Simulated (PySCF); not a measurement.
# CH5GeNO: the cost of one run

Computed with PySCF 2.14.0 and routines of our own; the level stands in each step. Atoms count from 0.

## 1. The starting structure

9 atoms, charge 0, multiplicity 1; geometry from: GFN2-xTB.

## 2. Relaxing the molecule at PBE0-D3(BJ)/def2-SVP

What the job is given:

```
{"job": {"xc": "PBE0", "basis": "def2-SVP", "d3": "d3bj", "grid": 1, "maxiter": 30, "shake": 0.01, "kind": "geom"}, "charge": 0, "multiplicity": 1}
N     -1.313860    -0.535280    -0.502440
Ge    -0.054880     0.694480    -0.082380
C      1.481100    -0.441060     0.445810
O      2.341080    -0.160770     1.292150
H     -2.180990    -0.163130    -0.945030
H     -1.600860    -1.173380     0.202890
H     -0.378680     1.708410     0.996250
H      0.193210     1.453240    -1.368120
H      1.571690    -1.399660    -0.072850
```

The run is started by

```bash
$ OMP_NUM_THREADS=1 python heavy_run.py task.json out
```

This one command runs all jobs of the session in turn.

Q: Estimate the wall time and peak memory of this first job on 1 thread of Arm Neoverse V2, shared host.

About 38 s, with a peak of 0.41 GiB.
